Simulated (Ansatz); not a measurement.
# C2H3NSe: the cost of one run

Computed with the Python package of Ansatz 0.2.0. Level of theory: PBE+D4/def2-TZVP.

## 1. Starting point

Bond lengths: N1–C2 1.391 Å, C2–C3 1.455 Å, C2–Se4 1.837 Å, C3–Se4 1.855 Å, N1–H5 1.036 Å, N1–H6 1.089 Å, C3–H7 1.067 Å. Angles: N1–C2–C3 146.7°, N1–C2–Se4 145.6°, C3–C2–Se4 67.4°, C2–N1–H5 121.6°, C2–N1–H6 120.8°, H5–N1–H6 116.8°, C2–C3–Se4 66.1°, C2–C3–H7 147.2°, Se4–C3–H7 145.7°, C2–Se4–C3 46.4°.

No structure file is read: the coordinates are typed or built in the script.

## 2. The script

Contents of c2h3nse.py:

```python
from collections import Counter

import ansatz as az

BASIS = 'def2-TZVP'
XC = 'pbe'
DISPERSION = 'd4'


def single_point(molecule, charge=0, unpaired=0):
    calc = molecule.calculation().basis(gaussian=BASIS).functional(XC, dispersion=DISPERSION)
    if charge:
        calc = calc.charge(charge)
    if unpaired:
        calc = calc.spin('collinear', total=unpaired)
    report = calc.run(threads=1).report
    if report['published_state_doubts']:
        print('  doubts:', report['published_state_doubts'])
    return report['free_energy_ev']

GEOMETRY = '''
N    -0.05770    1.07240    0.67730
C     0.11050    0.03000   -0.22870
C    -0.08770   -1.38420   -0.50610
Se    0.87540   -0.49080   -1.81540
H    -0.59670    0.94850    1.55340
H     0.22460    2.09050    0.41390
H    -0.40730   -2.33440   -0.14000
'''

c2h3nse = az.Crystal.molecule()
for line in GEOMETRY.strip().splitlines():
    symbol, *xyz = line.split()
    c2h3nse = c2h3nse.atom(symbol, [float(v) for v in xyz])

unpaired = {'N': 3, 'C': 2, 'Se': 2, 'H': 1}
counts = Counter(site.symbol for site in c2h3nse.cartesian_sites)
atom_energy = {s: single_point(az.Crystal.molecule().atom(s, (0, 0, 0)), 0, unpaired[s]) for s in counts}
whole = single_point(c2h3nse, 0, 0)
for s, e in atom_energy.items():
    print(f'{s:2s} x{counts[s]}  {e:14.5f} eV')
print(f'C2H3NSe: {whole:.5f} eV')
split = sum(counts[s] * e for s, e in atom_energy.items()) - whole
print(f'atomisation energy (no zero-point term): {23.060548 * split:.1f} kcal/mol, {split / sum(counts.values()):.3f} eV an atom')
```

## 3. What the engine is handed

The engine receives this input (first run):

```yaml
crystal:
  periodic: [false, false, false]
  atoms:
    - { symbol: "N", position_ang: [0.0, 0.0, 0.0] }
basis:
  gaussian:
    orbitals: def2-TZVP
hamiltonian:
  xc: pbe
  dispersion: d4
magnetization:
  spin_polarized: true
  initial_magnetization: 3.0
```

## 4. The run

Run with:

```
python c2h3nse.py
```

Q: Estimate wall time and peak memory on 1 thread of Arm Neoverse V2, shared host.

About 5 s, with a peak of 0.23 GiB.
